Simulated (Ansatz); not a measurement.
# BBrCl2H2O: the cost of one run

Method: RKS BHLYP/def2-SVP, in Ansatz 0.2.0.

## Step 1: The structure to begin with

Bond lengths: B1–O2 1.760 Å, O2–H3 1.010 Å, B1–Cl4 1.860 Å, B1–Cl5 1.860 Å, B1–Br6 2.340 Å, O2–H7 1.121 Å, Br6–H7 1.485 Å. Angles: B1–O2–H3 109.5°, B1–O2–H7 88.7°, H3–O2–H7 118.8°, O2–B1–Cl4 120.0°, O2–B1–Cl5 120.0°, O2–B1–Br6 71.6°, Cl4–B1–Cl5 120.0°, Cl4–B1–Br6 88.5°, Cl5–B1–Br6 110.0°, B1–Br6–H7 60.6°, O2–H7–Br6 139.1°.

As a file:

```xyz
7

B     0.0000    0.0000    0.0000
O     0.0000    0.0000    1.7600
H    -0.9095   -0.2814    2.0971
Cl    1.6108    0.0000   -0.9300
Cl   -1.6108    0.0000   -0.9300
Br    0.4991    2.1638    0.7379
H     0.2518    1.0916    1.7348
```

## Step 2: A restrained relaxation towards end A

Springs on the bonds that form and break draw the guess towards this end; the thresholds are loose.

File input.yaml:

```yaml
crystal:
  periodic: [false, false, false]
  atoms:
    - { symbol: B, position_ang: [0.0, 0.0, 0.0] }
    - { symbol: O, position_ang: [0.0, 0.0, 1.76] }
    - { symbol: H, position_ang: [-0.9095, -0.2814, 2.0971] }
    - { symbol: Cl, position_ang: [1.6108, 0.0, -0.93] }
    - { symbol: Cl, position_ang: [-1.6108, 0.0, -0.93] }
    - { symbol: Br, position_ang: [0.4991, 2.1638, 0.7379] }
    - { symbol: H, position_ang: [0.2518, 1.0916, 1.7348] }
basis:
  gaussian: { orbitals: def2-SVP }
hamiltonian:
  xc: { name: BHLYP }
relax:
  f_tol: 0.15
  max_steps: 25
  restrain:
    - { distance: [0, 5], at: 3.24, k: 30.0 }
    - { distance: [6, 1], at: 2.21, k: 30.0 }
    - { distance: [0, 1], at: 1.41, k: 30.0 }
    - { distance: [6, 5], at: 1.55, k: 30.0 }
```

Started as:

```
$ ansatz run input.yaml --threads 2 --pin off --max-ram 3072MiB --backend cpu --events-out ev --progress --plain --runs-dir out
```

Q: Estimate wall time and peak memory on 2 threads of Arm Neoverse V1, shared host.

About 33 s, with a peak of 0.26 GiB.
